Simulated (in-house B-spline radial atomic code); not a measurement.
# Excited states and polarisability of Xe¹⁸⁺ by several methods

Aim: excitation energies, oscillator strengths, polarisability and C6 of Xe¹⁸⁺ by linear response on several mean fields, with the cost of each.

Program: in-house B-spline radial atomic code version 1. Level of theory: linear response of a closed shell, each method with its own adiabatic kernel; spin-free one-electron X2C, finite nucleus; B-spline basis; no spin-orbit coupling, no double excitations; only terms of natural parity, (−1)^L, with L up to 3 are computed. These are calculated values, not measurements, unless marked.

### Step 1. Starting point

| Quantity | Value |
| --- | --- |
| element | xenon (Z = 54) |
| charge | +18 |
| configuration | [Ar] 3d10 4s2 4p6 |
| runs | TDHF; PBE; PBE0; B97-1; LDA (VWN5); HSE06 |

Outer shells as boxes (Hund's rule):

Xe¹⁸⁺
```
[Ar] core
3d [↑↓][↑↓][↑↓][↑↓][↑↓]
4s [↑↓]
4p [↑↓][↑↓][↑↓]
```

### Step 2. TDHF

The run's settings:

```ini
Z = 54
electrons = 36.0
configuration = [Ar] 3d10 4s2 4p6
hamiltonian = x2c
method = hf
box_radius = 6.14
rms_radius = 4.7859
intervals = 66
```

On the command line:

```console
$ python run_td.py task.json out
```

task.json lists these runs, among others, and the program works through them in turn.

### Step 3. PBE

Changes to the settings of step 2:

```diff
@@ -4,3 +4,3 @@
 hamiltonian = x2c
-method = hf
+method = pbe,pbe
 box_radius = 6.14
```

### Step 4. PBE0

Changes to the settings of step 3:

```diff
@@ -4,3 +4,3 @@
 hamiltonian = x2c
-method = pbe,pbe
+method = pbe0
 box_radius = 6.14
```

### Step 5. B97-1

Changes to the settings of step 4:

```diff
@@ -4,3 +4,3 @@
 hamiltonian = x2c
-method = pbe0
+method = b97_1
 box_radius = 6.14
```

### Step 6. LDA (VWN5)

Changes to the settings of step 5:

```diff
@@ -4,3 +4,3 @@
 hamiltonian = x2c
-method = b97_1
+method = lda,vwn
 box_radius = 6.14
```

### Step 7. HSE06

Changes to the settings of step 6:

```diff
@@ -4,3 +4,3 @@
 hamiltonian = x2c
-method = lda,vwn
+method = hse06
 box_radius = 6.14
```

Q: Predict the outcome of this session. Wanted: for each run, threshold; 4p→4d ¹P; 4p→4d ³P, Tamm-Dancoff; α; C6.

**Answer**, as computed:

```tsv
run	threshold (eV)	4p→4d ¹P (eV)	4p→4d ³P, Tamm-Dancoff (eV)	α (bohr³)	C6 (hartree bohr⁶)	time
TDHF	555.77	112.22	86.208	0.2758	0.2737	0.9 s
PBE	540.18	112.08	86.641	0.2744	0.2713	0.8 s
PBE0	544.53	112.12	86.626	0.2747	0.2718	1.1 s
B97-1	543.89	112.07	86.749	0.2746	0.2715	1.1 s
LDA (VWN5)	540.21	112.15	87.032	0.2734	0.2697	0.7 s
HSE06	543.99	112.09	86.586	0.2750	0.2723	1.3 s
```

**Reading.** α runs from 0.273 (LDA (VWN5)) to 0.276 bohr³ (TDHF). The semilocal functionals put the threshold at 540.18 to 540.21 eV, under Hartree-Fock's 555.77 eV, through self-interaction. Spin-orbit coupling, absent here, splits and mixes these terms strongly in an ion this highly charged, so they need not match single real levels.
